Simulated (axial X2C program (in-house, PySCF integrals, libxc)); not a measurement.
**PdS⁺: bond curves with and without spin–orbit coupling**

What are the state, bond length, wavenumber and bond energy of PdS⁺, and what does spin–orbit coupling change?

Program: an in-house X2C program for linear molecules on PySCF integrals. Level of theory: all-electron X2C, Pd dyall-cv3z, S dyall-av3z. These are calculated values, not measurements.

### Step 1. The job

Input file task.json:

```json
{"zs": [46, 16], "q": 1, "bas": ["dyall-cv3z", "dyall-av3z"], "levels": ["PBE0", "HF", "PW91"], "cc": true, "r0": 2.11, "thr": -2.0, "nmax": 90, "npts": 10, "nst": 2, "ntry": 6}
```

Keys: zs atomic numbers; q charge; bas basis sets; levels methods (HF also brings MP2); cc coupled cluster on or off; r0 starting distance in Å; thr threshold in hartree for freezing inner shells (an s shell follows its p shell); nmax most natural virtual spinors; npts points asked for on the curve; nst determinants followed; ntry starts of the search.

Command:

```
$ python so2c.py task.json out
```

Spin-free means the one-electron spin-free X2C Hamiltonian; two-component (2c) means X2C with spin–orbit coupling and atomic mean-field two-electron Coulomb and Gaunt terms. Basis: Pd dyall-cv3z contracted to [12s12p8d5f3g], S dyall-av3z contracted to [9s8p3d2f]; Gaussian nuclei, density fitting. Masses: Pd 105.903 u, S 31.972 u.

Notation: σ, π±, δ± give the projection m of an orbital's angular momentum (0, ±1, ±2), α and β its spin, Λ and M_S the sums; ω is the projection of a spinor's total angular momentum and Ω the sum. Logs are in hartree.

The results follow Hamiltonian by Hamiltonian and level by level.

### Step 2. Search for the lowest determinant

Determinants are compared with PBE0 at 2.110 Å.

Spin-free determinants:

```tsv
ΔE (eV)	state	open shells
0.00	M_S = 3/2, Λ = 0	beyond closed shells: σα, π+α, π-α
0.25	M_S = 1/2, Λ = 0	beyond closed shells: σβ, π+α, π-α
1.02	M_S = 1/2, Λ = 2	beyond closed shells: σα, π+α, π+β
1.02	M_S = 1/2, Λ = 0	beyond closed shells: σα, π+β, π-α
1.12	M_S = 1/2, Λ = 1	beyond closed shells: π+α
1.25	M_S = 1/2, Λ = 1	beyond closed shells: π+α, π+β, π-α
1.31	M_S = 3/2, Λ = 2	beyond closed shells: π+α, π-α, δ+α, δ+β, δ-α
```

Two-component determinants:

```tsv
ΔE (eV)	state	open shells
0.00	Ω = 3/2	excess of +ω over −ω: ω = 3/2
0.25	Ω = 1/2	excess of +ω over −ω: 2 × ω = -1/2, ω = 3/2
0.91	Ω = 1/2	excess of +ω over −ω: ω = 1/2
1.02	Ω = 5/2	excess of +ω over −ω: 2 × ω = 1/2, ω = 3/2
1.12	Ω = 1/2	excess of +ω over −ω: ω = 1/2
1.15	Ω = 7/2	excess of +ω over −ω: ω = -1/2, ω = 3/2, ω = 5/2
1.27	Ω = 3/2	excess of +ω over −ω: ω = 1/2, ω = -3/2, ω = 5/2
```

### Step 3. PBE0, spin-free

State followed: M_S = 3/2, Λ = 0 (beyond closed shells: σα, π+α, π-α). The scan is laid around 2.135 Å, a first estimate of the minimum, and this SCF restarts from the orbitals of the search.

Output at 2.135 Å:

```text
spin-free X2C-1e  PBE0
basis functions 212  fitting functions 989  grid points 5080
iter        total energy     max residual
   1      -5439.763580725     1.31e+01
   2      -5443.861433858     3.14e-02
   3      -5443.858452230     3.83e-02
   4      -5443.874908942     1.32e-02
   5      -5443.877830643     6.94e-03
   6      -5443.878523344     3.68e-04
   7      -5443.878526064     3.31e-04
   8      -5443.878528068     6.51e-05
   9      -5443.878528471     4.72e-05
  10      -5443.878528624     1.36e-05
  11      -5443.878528631     2.00e-06
  12      -5443.878528632     3.13e-07
converged
one-electron -7855.98939063  Coulomb 2400.09183940  exact exchange -41.91488793  xc functional -128.48970879  nuclear repulsion 182.42361931
```

Along the bond, energies from the lowest point:

| R (Å) | E (eV) | μ (D) | HOMO (eV) | LUMO (eV) | iterations |
| --- | --- | --- | --- | --- | --- |
| 1.857 | 0.8314 | -0.42 | -14.20 | -10.80 | 12 |
| 1.943 | 0.3215 | -0.33 | -14.23 | -10.78 | 13 |
| 2.007 | 0.1163 | -0.24 | -14.26 | -10.75 | 13 |
| 2.071 | 0.0194 | -0.13 | -14.28 | -10.70 | 13 |
| 2.135 | 0.0000 | -0.02 | -14.31 | -10.64 | 12 |
| 2.210 | 0.0445 | 0.12 | -14.33 | -10.55 | 13 |
| 2.284 | 0.1350 | 0.26 | -14.34 | -10.48 | 13 |
| 2.381 | 0.2874 | 0.43 | -14.34 | -10.46 | 13 |
| 2.498 | 0.4944 | 0.61 | -14.17 | -10.39 | 13 |
| 2.669 | 0.7900 | 0.75 | -14.02 | -10.26 | 13 |

Dipoles are positive if S is the positive end and refer to the centre of mass.

Outer orbitals at the reference distance:

| symmetry | occupied | ε (eV) | atomic character |
| --- | --- | --- | --- |
| σα | yes | -27.60 | 73% S s, 11% Pd d, 9% Pd p |
| σβ | yes | -25.02 | 70% S s, 12% Pd d, 9% Pd p |
| σα | yes | -18.06 | 54% Pd d, 39% S p, 4% S s |
| π+α | yes | -17.30 | 58% Pd d, 38% S p |
| π-α | yes | -17.30 | 58% Pd d, 38% S p |
| σβ | yes | -16.26 | 50% S p, 39% Pd d, 7% S s |
| π+β | yes | -15.66 | 82% Pd d, 14% S p |
| π-β | yes | -15.66 | 82% Pd d, 14% S p |
| δ-α | yes | -15.49 | 99% Pd d |
| δ+α | yes | -15.49 | 99% Pd d |
| δ-β | yes | -14.84 | 99% Pd d |
| δ+β | yes | -14.84 | 99% Pd d |
| π+α | yes | -14.71 | 50% S p, 42% Pd d, 3% Pd p |
| π-α | yes | -14.71 | 50% S p, 42% Pd d, 3% Pd p |
| σα | yes | -14.31 | 45% S p, 37% Pd d, 14% Pd s |
| σβ | no | -10.64 | 47% Pd d, 31% S p, 17% Pd s |
| π-β | no | -10.47 | 70% S p, 19% Pd d, 6% Pd p |
| π+β | no | -10.47 | 70% S p, 19% Pd d, 6% Pd p |
| σα | no | -8.03 | 52% Pd s, 26% Pd p, 10% S p |

PBE0 fields in the half plane through the axis: z from -2.4 to 4.5 Å across, distance from the axis 0.15 to 2.25 Å upwards; Pd lies at z = 0 and S at z = 2.135 Å; the ELF is damped to zero where the density is low.

log10 density (e/bohr³). Ten even steps from ' ' (-5.40 ) to '@' (1.76 ):
```
      ....::::::::::::::::::::::::::::::....    
    ..::::::--------------------------::::....  
  ....::------======================----::::....
....::----======++============++======----::::..
..::::--====++++++++++++++++++++++++++==----::..
..::----==++**********++++**********++====--::::
..::--==++++**######****************++++==----::
..::--==++**##%%@@%%##******##@@%%****++====--::
```

ELF. Ten even steps from '0' (0.00 ) to '9' (0.91 ):
```
000000000000000000000000
000000000000001121100000
000000000000123454320000
000000111111256787642000
000001223222478999874100
000002466532588899986300
000002687863681118997410
000003717263764883998510
```

Re = 2.122 Å, ωe = 395 cm⁻¹, ωexe = 2.79 cm⁻¹, Be = 0.1524 cm⁻¹, De = 2.63 eV, μ = -0.04 D.

### Step 4. HF, spin-free

The SCF at the reference distance of 2.135 Å:

```text
spin-free X2C-1e  HF
basis functions 212  fitting functions 989  grid points 5080
iter        total energy     max residual
   1      -5441.133483620     3.92e-01
   2      -5441.169428016     1.55e-02
   3      -5441.177522934     1.22e-02
   4      -5441.181262865     1.12e-02
   5      -5441.185986241     7.79e-03
   6      -5441.189793563     2.44e-03
   7      -5441.190191921     1.17e-03
   8      -5441.190273574     2.87e-04
   9      -5441.190279868     1.27e-04
  10      -5441.190280751     4.19e-05
  11      -5441.190280872     1.49e-05
  12      -5441.190280883     6.26e-06
  13      -5441.190280884     3.04e-06
  14      -5441.190280885     1.21e-06
converged
one-electron -7856.68526723  Coulomb 2400.96970891  exact exchange -167.89834188  xc functional 0.00000000  nuclear repulsion 182.42361931
```

No constants are quoted: too few points lie around the minimum for a second fit to confirm the first.

### Step 5. PW91, spin-free

The SCF at the reference distance of 2.135 Å:

```text
spin-free X2C-1e  PW91
basis functions 212  fitting functions 989  grid points 5080
iter        total energy     max residual
   1      -5444.765342260     1.30e-01
   2      -5444.765560456     2.33e-02
   3      -5444.595662445     9.16e-02
   4      -5444.772309995     6.06e-03
   5      -5444.772818045     1.10e-03
   6      -5444.772814693     1.05e-03
   7      -5444.772830967     9.04e-05
   8      -5444.772831156     4.55e-05
   9      -5444.772831190     3.43e-05
  10      -5444.772831208     6.83e-06
  11      -5444.772831209     2.44e-06
converged
one-electron -7855.41128503  Coulomb 2399.47504166  exact exchange 0.00000000  xc functional -171.26020715  nuclear repulsion 182.42361931
```

Re = 2.119 Å, ωe = 422 cm⁻¹, ωexe = 2.03 cm⁻¹, Be = 0.1529 cm⁻¹, De = 3.48 eV, μ = 0.02 D.

### Step 6. Correlated methods, spin-free

Correlated methods: 15 electrons correlated (frozen shells, counted by type: Pd 4 s, 3 p, 1 d; S 2 s, 1 p), 289 virtual spinors in MP2, 90 natural virtuals in coupled cluster.

Output of the correlated part at 2.135 Å:

```text
correlated 15  virtual 289  natural virtual 90  E(MP2) -0.469028114  MP2 remainder -0.041151853
iter   CCSD correlation   residual
   1     -0.415486248   1.43e-01
   2     -0.426413968   6.88e-02
   3     -0.431363771   4.24e-02
   4     -0.433391680   2.76e-02
   5     -0.434988894   1.45e-02
   6     -0.435233490   4.95e-03
   7     -0.435267731   1.84e-03
   8     -0.435283080   7.23e-04
   9     -0.435265921   2.86e-04
  10     -0.435268424   8.42e-05
  11     -0.435265722   3.38e-05
  12     -0.435265825   1.54e-05
  13     -0.435265540   7.44e-06
  14     -0.435265305   3.68e-06
  15     -0.435265187   1.93e-06
  16     -0.435265104   1.01e-06
  17     -0.435265067   4.73e-07
  18     -0.435265059   2.22e-07
(T) -0.017886740  T1 0.0615  D1 0.1796  max T2 0.084
```

T1 in the output is the amplitude norm over the root of the electron number; divide by √2 for the Lee–Taylor value.

MP2: Re = 2.139 Å, ωe = 269.6 cm⁻¹, Be = 0.1501 cm⁻¹, De = 2.02 eV.

CCSD: Re = 2.177 Å, ωe = 298.2 cm⁻¹, ωexe = 2.48 cm⁻¹, Be = 0.1448 cm⁻¹, De = 1.98 eV. T1 at Re = 0.041 (Lee–Taylor, the printed value over √2).

CCSD(T): Re = 2.132 Å, ωe = 338 cm⁻¹, ωexe = 3.38 cm⁻¹, Be = 0.151 cm⁻¹, De = 2.06 eV. T1 at Re = 0.044 (Lee–Taylor, the printed value over √2).

### Step 7. A higher determinant, spin-free

State: M_S = 1/2, Λ = 0 (beyond closed shells: σβ, π+α, π-α).

Output at the reference distance:

```text
spin-free X2C-1e  PBE0
basis functions 212  fitting functions 989  grid points 5080
iter        total energy     max residual
   1      -5439.733851245     1.31e+01
   2      -5443.852173933     3.13e-02
   3      -5443.850021630     3.78e-02
   4      -5443.866737181     1.12e-02
   5      -5443.868663266     7.05e-03
   6      -5443.869378667     3.65e-04
   7      -5443.869381701     3.38e-04
   8      -5443.869383896     8.20e-05
   9      -5443.869384657     5.64e-05
  10      -5443.869384924     1.36e-05
  11      -5443.869384932     2.01e-06
  12      -5443.869384932     3.77e-07
converged
one-electron -7855.78688870  Coulomb 2399.88730803  exact exchange -41.91261000  xc functional -128.48081358  nuclear repulsion 182.42361931
```

| R (Å) | E above the lowest PBE0 point (eV) |
| --- | --- |
| 1.857 | 1.100 |
| 1.943 | 0.584 |
| 2.007 | 0.376 |
| 2.071 | 0.275 |
| 2.135 | 0.249 |
| 2.210 | 0.281 |
| 2.284 | 0.355 |
| 2.381 | 0.482 |
| 2.498 | 0.658 |

Re = 2.131 Å, ωe = 372 cm⁻¹, ωexe = 3.26 cm⁻¹, Be = 0.1511 cm⁻¹, μ = -0.05 D. ⟨S²⟩ = 1.76 against 0.75 for a pure state, so this determinant mixes spins. Te = 0.25 eV.

### Step 8. The spin-free curves together

Energy (eV) of the followed determinant, spin-free, from each level's lowest point:

| R (Å) | PBE0 | HF | MP2 | CCSD | CCSD(T) | PW91 |
| --- | --- | --- | --- | --- | --- | --- |
| 1.857 | 0.831 | 2.341 | 0.375 | n/a | n/a | 0.874 |
| 1.943 | 0.321 | 1.555 | 0.160 | 0.372 | 0.289 | 0.338 |
| 2.007 | 0.116 | 1.112 | 0.067 | 0.166 | 0.109 | 0.121 |
| 2.071 | 0.019 | 0.773 | 0.016 | 0.053 | 0.022 | 0.018 |
| 2.135 | 0.000 | 0.517 | 0.000 | 0.004 | 0.000 | 0.000 |
| 2.210 | 0.044 | 0.303 | 0.015 | 0.000 | 0.026 | 0.055 |
| 2.284 | 0.135 | 0.158 | 0.058 | 0.033 | 0.086 | 0.165 |
| 2.381 | 0.287 | 0.050 | 0.141 | 0.109 | 0.190 | 0.355 |
| 2.498 | 0.494 | 0.000 | 0.271 | n/a | n/a | 0.622 |
| 2.669 | 0.790 | 0.027 | 0.487 | n/a | n/a | 1.015 |

[end of part 1 of 2]
